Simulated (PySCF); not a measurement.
# C4H7BrO: the cost of one run

Programs: PySCF 2.14.0, with routines of our own; each step states its level. All values are computed. Atoms count from 0.

## 1. The system as given

13 atoms, charge 0, multiplicity 1; geometry from: GFN2-xTB.

## 2. Optimising the geometry at PBE0-D3(BJ)/def2-SVP

Job settings and geometry (Å):

```
{"job": {"xc": "PBE0", "basis": "def2-SVP", "d3": "d3bj", "grid": 1, "maxiter": 30, "shake": 0.01, "kind": "geom"}, "charge": 0, "multiplicity": 1}
C      1.964280     0.520410     0.011640
O      0.991800    -0.375340    -0.502440
C     -0.141300    -0.506850     0.297050
C     -1.348590    -0.995980    -0.335380
C     -1.281390     0.426080     0.087630
Br    -2.286430     1.035360     1.621960
H      1.532350     1.552380     0.083630
H      2.788830     0.555210    -0.700580
H      2.298860     0.239950     1.014970
H      0.092720    -0.815660     1.338490
H     -2.016400    -1.673560     0.243810
H     -1.352120    -1.193970    -1.386030
H     -1.236780     1.215070    -0.663660
```

On the command line:

```console
OMP_NUM_THREADS=1 python heavy_run.py task.json out
```

The driver reads the jobs from task.json and runs them one after another.

Q: Estimate the wall time and peak memory of this first job on 1 thread of Intel Xeon 6975P-C, shared host.

About 41 s, with a peak of 0.54 GiB.
